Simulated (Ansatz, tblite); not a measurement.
**The cluster Sn₈: rung by rung**

One table from this session's results is given with a row withheld; the runs are named, their logs left out.

The runs use Ansatz 0.2.0, Gaussian basis; as each input shows.

Levels to be run: GFN1-xTB, GFN2-xTB, PBE-D4/def2-TZVP, r2SCAN-D4/def2-TZVP, BLYP-D4/def2-TZVP, BHLYP-D4/def2-TZVP, PBE-D4/def2-SVP, PBE0-D4/def2-SVP, MP2/def2-SVP, RPA/def2-SVP.

5 further runs of the same task are left out: 4 that didn't finish, 1 set aside as unsound or not needed. Runs told in other sessions of the task aren't counted.

**The relaxed structure**

The geometry is that of the singlet, from an earlier relaxation (PBE-D4/def2-SVP). At that level it is the lowest of the isomers that a small search found.

8 atoms, charge 0, spin multiplicity 1.

Bond lengths: Sn1–Sn5 3.185 Å, Sn1–Sn6 2.894 Å, Sn1–Sn7 3.113 Å, Sn1–Sn8 3.145 Å, Sn2–Sn3 2.989 Å, Sn2–Sn4 2.983 Å, Sn2–Sn6 2.845 Å, Sn2–Sn7 3.106 Å, Sn2–Sn8 3.110 Å, Sn3–Sn4 3.043 Å, Sn3–Sn5 3.106 Å, Sn3–Sn7 3.157 Å, Sn4–Sn5 3.125 Å, Sn4–Sn8 3.143 Å, Sn5–Sn7 3.185 Å. Angles: Sn5–Sn1–Sn6 108.3°, Sn5–Sn1–Sn7 60.7°, Sn5–Sn1–Sn8 60.4°, Sn6–Sn1–Sn7 76.6°, Sn6–Sn1–Sn8 75.3°, Sn7–Sn1–Sn8 99.7°, Sn3–Sn2–Sn4 61.3°, Sn3–Sn2–Sn6 139.8°, Sn3–Sn2–Sn7 62.4°, Sn3–Sn2–Sn8 108.3°, Sn4–Sn2–Sn6 138.6°, Sn4–Sn2–Sn7 108.8°, Sn4–Sn2–Sn8 62.1°, Sn6–Sn2–Sn7 77.5°, Sn6–Sn2–Sn8 76.5°, Sn7–Sn2–Sn8 100.6°, Sn2–Sn3–Sn4 59.3°, Sn2–Sn3–Sn5 70.2° and more.

Coordinates:

```xyz
8

Sn   -0.9052    2.4259   -0.3452
Sn    0.7441   -0.8865   -1.0596
Sn   -0.8777   -2.6733    0.7037
Sn    1.7965   -1.5698    1.6470
Sn   -0.7748    0.1856    1.9143
Sn    0.4257    1.4111   -2.7062
Sn   -2.3002   -0.3135   -0.8366
Sn    1.8916    1.4205    0.6826
```

Sn takes a core potential in the def2 sets. No spin-orbit coupling is included.

PBE0-D4/def2-TZVP was run before; its log isn't repeated, and its numbers join the tables.

Set-up of the first run:

Tight binding, by tblite at 300 K electronic temperature and without a spin-polarisation term:

```python
tblite.interface.Calculator('GFN1-xTB', numbers, positions, charge=0, uhf=0).singlepoint()
```

Tight binding, by tblite at 300 K electronic temperature and without a spin-polarisation term:

```python
tblite.interface.Calculator('GFN2-xTB', numbers, positions, charge=0, uhf=0).singlepoint()
```

start.molden holds the orbitals of an earlier run on this state, given as this run's starting guess.

in.yaml

```yaml
crystal:
  periodic: [false, false, false]
  atoms:
    - {symbol: Sn, position_ang: [-0.905218, 2.425857, -0.345186]}
    - {symbol: Sn, position_ang: [0.744075, -0.886462, -1.059608]}
    - {symbol: Sn, position_ang: [-0.877664, -2.673338, 0.703721]}
    - {symbol: Sn, position_ang: [1.796522, -1.569790, 1.646952]}
    - {symbol: Sn, position_ang: [-0.774811, 0.185573, 1.914280]}
    - {symbol: Sn, position_ang: [0.425655, 1.411104, -2.706164]}
    - {symbol: Sn, position_ang: [-2.300167, -0.313459, -0.836566]}
    - {symbol: Sn, position_ang: [1.891609, 1.420505, 0.682581]}
basis:
  gaussian: {orbitals: def2-TZVP, initial_orbitals: start.molden}
hamiltonian: {xc: pbe, dispersion: d4}
scf: {omitted_lower_state_checks: [starts]}
output: {orbitals: {seedname: orbitals}}
```

Run with:

```bash
$ ansatz run in.yaml --threads 4 --pin off --events-out ev --progress --plain --max-ram 6963MiB
```

Steps of the session up to this table: PBE-D4/def2-TZVP; r2SCAN-D4/def2-TZVP; BLYP-D4/def2-TZVP; BHLYP-D4/def2-TZVP; PBE-D4/def2-SVP; PBE0-D4/def2-SVP; MP2/def2-SVP; RPA/def2-SVP.

One of the session's tables, all rows but one given; the rest of the session is left out.

It belongs to the step «Binding energy». 

```
              level  binding an atom (eV)
        HF/def2-SVP                 1.074
    PBE-D4/def2-SVP                 2.819
   PBE-D4/def2-TZVP                 2.836
  BLYP-D4/def2-TZVP                 2.652
r2SCAN-D4/def2-TZVP                     ?
   PBE0-D4/def2-SVP                 2.656
  PBE0-D4/def2-TZVP                 2.688
 BHLYP-D4/def2-TZVP                 2.463
       RPA/def2-SVP                 2.108
       MP2/def2-SVP                 2.578
```

**Question.** Estimate the row for r2SCAN-D4/def2-TZVP.

As computed: binding an atom (eV): 2.668. In the column «binding an atom (eV)» it lies between PBE0-D4/def2-SVP (2.656) and PBE0-D4/def2-TZVP (2.688).

Caveats from the session: Free atoms were run apart at each level; binding is atoms less cluster, divided by the number of atoms, without zero-point or spin-orbit terms.
